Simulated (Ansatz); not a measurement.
# BiTe3As: the cost of one run

Program: Ansatz 0.2.0. PAW datasets, plane waves. The cell comes from a prototype generator: it can be a known phase or a hypothetical one. Spin polarisation is off.

## 1. Starting point

The cell was relaxed beforehand with r2SCAN+rVV10.

It is monoclinic, C2/m (No. 12); a = 20.782 Å, b = 4.209 Å, c = 7.349 Å, β = 97.3° in the conventional setting, 31.88 Å³ an atom. Near Bi stand 6 Te at 3.10–3.18 Å; near Te stand 1 As at 2.69 Å and 2 Bi at 3.13 Å; near Te stand 3 Bi at 3.10–3.14 Å and 3 As at 3.15–3.37 Å; near As stand 6 Te at 2.69–3.37 Å; near Te stand 2 As at 2.79 Å and 1 Bi at 3.18 Å.

As a file:

```cif
data_structure
_symmetry_space_group_name_H-M 'P 1'
_symmetry_Int_Tables_number 1
_cell_length_a 10.6019
_cell_length_b 10.6019
_cell_length_c 7.3489
_cell_angle_alpha 97.135
_cell_angle_beta 97.135
_cell_angle_gamma 22.897
_cell_volume 318.79
loop_
_atom_site_label
_atom_site_type_symbol
_atom_site_fract_x
_atom_site_fract_y
_atom_site_fract_z
_atom_site_occupancy
Bi1 Bi 0.66402 0.66402 0.05450 1
Bi2 Bi 0.33598 0.33598 0.94550 1
Te1 Te 0.92862 0.92862 0.15620 1
Te2 Te 0.07138 0.07138 0.84380 1
Te3 Te 0.74453 0.74453 0.72698 1
As1 As 0.14091 0.14091 0.55887 1
As2 As 0.85909 0.85909 0.44113 1
Te4 Te 0.42657 0.42657 0.62770 1
Te5 Te 0.57343 0.57343 0.37230 1
Te6 Te 0.25547 0.25547 0.27302 1
```

## 2. Band structure with PBE

The input, input.yaml:

```yaml
crystal:
  lattice:
    - [10.3907538675, -2.1043110188, -0.0598115907]
    - [10.3907538675, 2.1043110188, -0.0598115907]
    - [-0.8893865814, 0.0, 7.294880599]
  atoms:
    - { symbol: Bi, position: [0.6640155582, 0.6640155582, 0.0545015282] }
    - { symbol: Bi, position: [0.3359844418, 0.3359844418, 0.9454984718] }
    - { symbol: Te, position: [0.9286157963, 0.9286157963, 0.1561952491] }
    - { symbol: Te, position: [0.0713842037, 0.0713842037, 0.8438047509] }
    - { symbol: Te, position: [0.7445270216, 0.7445270216, 0.7269830364] }
    - { symbol: As, position: [0.1409117774, 0.1409117774, 0.5588705262] }
    - { symbol: As, position: [0.8590882226, 0.8590882226, 0.4411294738] }
    - { symbol: Te, position: [0.426573122, 0.426573122, 0.6277044786] }
    - { symbol: Te, position: [0.573426878, 0.573426878, 0.3722955214] }
    - { symbol: Te, position: [0.2554729784, 0.2554729784, 0.2730169636] }
kpoints:
  mp_grid: { grid: [6, 6, 4] }
  band_path:
    path:
      - [[0.0, 0.0, 0.0], [-0.2604203790775, 0.2604203790775, 4.9502042972e-19]]
      - [[-0.7395796209225, -0.2604203790775, -3.916300517129e-17], [-0.5, -0.5, -3.916300517129e-17], [0.0, 0.0, 0.0], [-0.5, -0.5, 0.5], [-0.743314202992, -0.256685797008, 0.5]]
      - [[-0.256685797008, 0.256685797008, 0.5], [1.515532561906e-19, 1.515532561906e-19, 0.5], [0.0, 0.0, 0.0]]
      - [[-0.5, 1.46815139653e-17, 0.5], [0.0, 0.0, 0.0], [-0.5, 1.203290840994e-17, -1.958150258564e-17]]
    npoints: 10
hamiltonian:
  xc: pbe
scf:
  occupations: { method: fermi_dirac, width: 0.02 }
  n_extra_bands: 6
output:
  forces: true
  stress: true
  eigenvalues: true
```

The run is started by

```bash
> ansatz run input.yaml --threads 4 --pin off --max-ram 6451MiB --backend cpu --events-out ev --progress --plain --runs-dir out
```

Q: Estimate wall time and peak memory on 4 threads of Arm Neoverse V2, shared host.

About 37 s, with a peak of 1.6 GiB.
